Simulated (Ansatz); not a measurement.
# ClFGaH3: the cost of one run

Program: Ansatz 0.2.0. Level of theory: RKS PBE-D4/def2-SVP. These are calculated values, not measurements.

## Step 1: The starting structure

Bond lengths: Ga1–Cl3 2.240 Å, Ga1–H4 1.570 Å, Ga1–F5 2.000 Å. Angles: Cl3–Ga1–H4 120.0°, Cl3–Ga1–F5 88.6°, H4–Ga1–F5 109.9°.

Coordinates:

```xyz
6

Ga    0.0000    0.0000    0.0000
H     0.0000    0.0000    1.9200
Cl    1.9398    0.0000   -1.1200
H    -1.3596    0.0000   -0.7850
F     0.4207   -1.8508    0.6306
H     0.2254   -0.9915    1.7717
```

## Step 2: A restrained relaxation towards end A

Springs on the bonds that form and break draw the guess towards this end; the thresholds are loose.

The input, input.yaml:

```yaml
crystal:
  periodic: [false, false, false]
  atoms:
    - { symbol: Ga, position_ang: [0.0, 0.0, 0.0] }
    - { symbol: H, position_ang: [0.0, 0.0, 1.92] }
    - { symbol: Cl, position_ang: [1.9398, 0.0, -1.12] }
    - { symbol: H, position_ang: [-1.3596, 0.0, -0.785] }
    - { symbol: F, position_ang: [0.4207, -1.8508, 0.6306] }
    - { symbol: H, position_ang: [0.2254, -0.9915, 1.7717] }
basis:
  gaussian: { orbitals: def2-SVP }
hamiltonian:
  xc: pbe
  dispersion: d4
relax:
  f_tol: 0.15
  max_steps: 25
  restrain:
    - { distance: [0, 4], at: 2.9, k: 30.0 }
    - { distance: [5, 1], at: 1.86, k: 30.0 }
    - { distance: [0, 1], at: 1.57, k: 30.0 }
    - { distance: [5, 4], at: 0.92, k: 30.0 }
```

The run is started by

```sh
> ansatz run input.yaml --threads 1 --pin off --max-ram 2048MiB --backend cpu --events-out ev --progress --plain --runs-dir out
```

Q: Estimate wall time and peak memory on 1 thread of Arm Neoverse V1, shared host.

About 16 s, with a peak of 0.14 GiB.
